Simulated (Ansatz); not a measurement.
# GePHCl (quartet): from Hartree-Fock to the top rungs at a displaced geometry (v2), cc-pVDZ

The task here is to estimate one member of a computed series from the others.

The runs use Ansatz 0.2.0, Gaussian basis; cc-pVDZ, core rule «outside noble gas», up to 24 orbitals frozen.

The runs, in order: UHF; CCSD(T) on ROHF; CCSD(T) on UHF; BCCD(T) on ROHF; CISD as a restricted active space (open shells left free, so some higher excitations enter); CCSDT(Q) on ROHF; CCSDT(Q) on UHF.

30 further runs of the same task are left out: 6 for a known fault of the program, 13 that didn't finish, 11 set aside as unsound or not needed. Runs told in other sessions of the task aren't counted.

## The system

The geometry is a PBE0/def2-TZVP stationary point (not a proven minimum) with its atoms shifted at random (size 0.100 Å). No spin-orbit coupling is included. The filled d shell of Ge may be among the frozen orbitals whatever the setting's name suggests.

4 atoms, charge 0, spin multiplicity 4.

Atoms are counted from 1 here; the program's logs count them from 0.

Bond lengths: Cl1–Ge2 2.181 Å, Ge2–P3 2.419 Å, P3–H4 1.508 Å. Angles: Cl1–Ge2–P3 107.9°, Ge2–P3–H4 99.0°.

The first run:

Contents of in.yaml:

```yaml
crystal:
  periodic: [false, false, false]
  atoms:
    - {symbol: Cl, position_ang: [0.120151, -0.723356, 1.725836]}
    - {symbol: Ge, position_ang: [-0.049609, 0.647951, 0.038199]}
    - {symbol: P, position_ang: [-0.067321, -0.667882, -1.991896]}
    - {symbol: H, position_ang: [1.417797, -0.729429, -2.246497]}
basis:
  gaussian: {orbitals: cc-pVDZ}
magnetization: {spin_polarized: true, initial_magnetization: 3}
hamiltonian: {xc: hf}
output: {orbitals: {seedname: orbitals}}
```

On the command line:

```sh
$ ansatz run in.yaml --threads 1 --pin off --events-out ev --progress --plain --max-ram 2393MiB
```

Steps of the session up to this table: UHF; CCSD(T) on ROHF; CCSD(T) on UHF; BCCD(T) on ROHF; CISD as a restricted active space (open shells left free, so some higher excitations enter); CCSDT(Q) on ROHF; CCSDT(Q) on UHF.

One of the session's tables, all rows but one given; the rest of the session is left out.

| method | from UCCSDT(Q) (kJ/mol) |
| --- | --- |
| ROHF | +919.5 |
| UHF | +893.9 |
| RMP2 | +143.1 |
| UMP2 | +145.7 |
| RCCSD | +33.6 |
| UCCSD | +31.9 |
| RCCSD(T) | +6.9 |
| UCCSD(T) | +6.3 |
| BCCD(T) | +6.7 |
| RCCSDT | +2.9 |
| UCCSDT | +2.2 |
| RCCSDT(Q) | ? |
| UCCSDT(Q) | 0 |

**Question.** Estimate the row for RCCSDT(Q).

The run gave: from UCCSDT(Q) (kJ/mol): +0.8. In the column «from UCCSDT(Q) (kJ/mol)» it lies between UCCSDT(Q) (0) and UCCSDT (+2.2).

Not comparable, so not listed: CISD as a restricted active space (open shells left free, so some higher excitations enter) (they don't share determinant, frozen orbitals or solution with the rows shown, or repeat one).

Caveats from the session: Restricted and unrestricted rows rest on different reference determinants; a gap between their highest levels can come from leftover correlation error, from unlike frozen cores or from another state.
